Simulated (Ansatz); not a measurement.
# BGeH₃O: up Jacob's ladder to CCSD(T)

Aim: compute BGeH₃O with functionals from several rungs and with coupled cluster. The yardstick is the atomisation energy at the CCSD(T) limit.

Method: functionals in def2-TZVPP, the program's frozen cores in correlated methods; program: Ansatz 0.2.0, Gaussian basis.

The runs, in order: LDA (SPW92), PBE-D4, revPBE-D4, BLYP-D4, r2SCAN-D4, B97M-V, PBE0-D4, B3LYP-D4, r2SCANh-D4, r2SCAN0-D4, HSE06-D4, BHLYP-D4, CAM-B3LYP-D4, LC-ωPBE, ωB97X-V, ωB97M-V, B2PLYP, PBE-QIDH; CCSD(T)/def2-SVP; CCSD(T)/def2-TZVPP; MP2/def2-QZVPP; extrapolation to the limit; RPA on PBE.

## (1) Structure used throughout

All runs share one geometry, relaxed beforehand with PBE0-D4 in a triple-zeta def2 set.

SMILES `[BH]1[O][GeH2]1`, 6 atoms, charge 0, spin multiplicity 1.

Atoms are counted from 1 here; the program's logs count them from 0.

Bond lengths: B1–O2 1.296 Å, B1–Ge3 2.012 Å, B1–H4 1.190 Å, O2–Ge3 1.988 Å, Ge3–H5 1.538 Å, Ge3–H6 1.538 Å. Angles: O2–B1–Ge3 70.1°, O2–B1–H4 138.6°, Ge3–B1–H4 151.4°, B1–O2–Ge3 72.1°, B1–Ge3–O2 37.8°, B1–Ge3–H5 120.7°, B1–Ge3–H6 120.7°, O2–Ge3–H5 103.5°, O2–Ge3–H6 103.5°, H5–Ge3–H6 108.9°.

## (2) LDA

This LDA is Slater exchange with PW92 correlation.

The input, in.yaml:

```yaml
crystal:
  periodic: [false, false, false]
  atoms:
    - {symbol: B, position_ang: [-0.518277, -1.049475, -0.273493]}
    - {symbol: O, position_ang: [0.613081, -0.992536, 0.356370]}
    - {symbol: Ge, position_ang: [0.028378, 0.870209, -0.018976]}
    - {symbol: H, position_ang: [-1.275373, -1.875261, -0.674207]}
    - {symbol: H, position_ang: [1.206653, 1.462780, -0.810278]}
    - {symbol: H, position_ang: [-0.012362, 1.520284, 1.374386]}
basis:
  gaussian: {orbitals: def2-TZVPP}
hamiltonian: {xc: lda}
output: {orbitals: {seedname: orbitals}}
```

Run with:

```sh
> ansatz run in.yaml --threads 2 --pin off --events-out ev --progress --plain --max-ram 4352MiB
```

After this run come: PBE-D4 (GGA); revPBE-D4 (GGA); BLYP-D4 (GGA); r2SCAN-D4 (meta-GGA); B97M-V (meta-GGA); B3LYP-D4 (hybrid); r2SCANh-D4 (hybrid); r2SCAN0-D4 (hybrid); HSE06-D4 (hybrid); BHLYP-D4 (hybrid); CAM-B3LYP-D4 (range-separated); LC-ωPBE (range-separated); ωB97X-V (range-separated); ωB97M-V (range-separated); B2PLYP (double hybrid); PBE-QIDH (double hybrid); CCSD(T) in def2-SVP; CCSD(T) in def2-TZVPP; MP2 in def2-QZVPP; RPA on PBE orbitals.

Before running them: what should the planned runs give, taken together? Wanted: atomisation energy, CCSD(T)/CBS; farthest beyond LDA; mean size of error, GGA; mean size of error, meta-GGA; mean size of error, hybrid; mean size of error, range-separated; mean size of error, double hybrid; gap, smallest and largest; T1 diagnostic.

As calculated:

| quantity | value |
| --- | --- |
| atomisation energy, CCSD(T)/CBS | 473.7 kcal/mol |
| functionals within 4.7 kcal/mol (1.0 %) | revPBE-D4, BLYP-D4, PBE0-D4, B3LYP-D4, r2SCANh-D4, HSE06-D4, CAM-B3LYP-D4, LC-ωPBE, ωB97X-V, ωB97M-V, B2PLYP |
| farthest beyond LDA | BHLYP-D4 (-20.0 kcal/mol) |
| mean size of error, GGA | 5.0 kcal/mol |
| mean size of error, meta-GGA | 6.0 kcal/mol |
| mean size of error, hybrid | 6.0 kcal/mol |
| mean size of error, range-separated | 1.6 kcal/mol |
| mean size of error, double hybrid | 4.9 kcal/mol |
| gap, smallest and largest | 3.87 eV (LDA (SPW92)), 10.42 eV (LC-ωPBE) |
| T1 diagnostic | 0.0166 |
| triples share of the correlation energy | 4.1 % |

LDA overbinds by 75.4 kcal/mol (16 %). PBE-D4 is off by +9.7 kcal/mol. Double hybrids carry the basis error of their MP2 part in triple zeta, and no dispersion term here, so their miss is partly the set-up's. Taken by rung, range-separated functionals do best (1.6 kcal/mol on average) and meta-GGA ones worst beyond LDA (6.0 kcal/mol). Misses under about 4.7 kcal/mol are within the doubt on the reference itself, which lacks core-valence correlation, relativity and higher excitations, and its outer-core shells are covered unevenly. Hartree-Fock recovers 70 % of the binding; the rest is correlation. CCSD(T) in def2-SVP is off by -27.9 kcal/mol, so the small basis spoils what the method gains. The gap grows from 3.9 to 10.4 eV across the functionals, mostly with the share of exact exchange. Correlated methods include outer-core shells of Ge, which these sets cover unevenly.
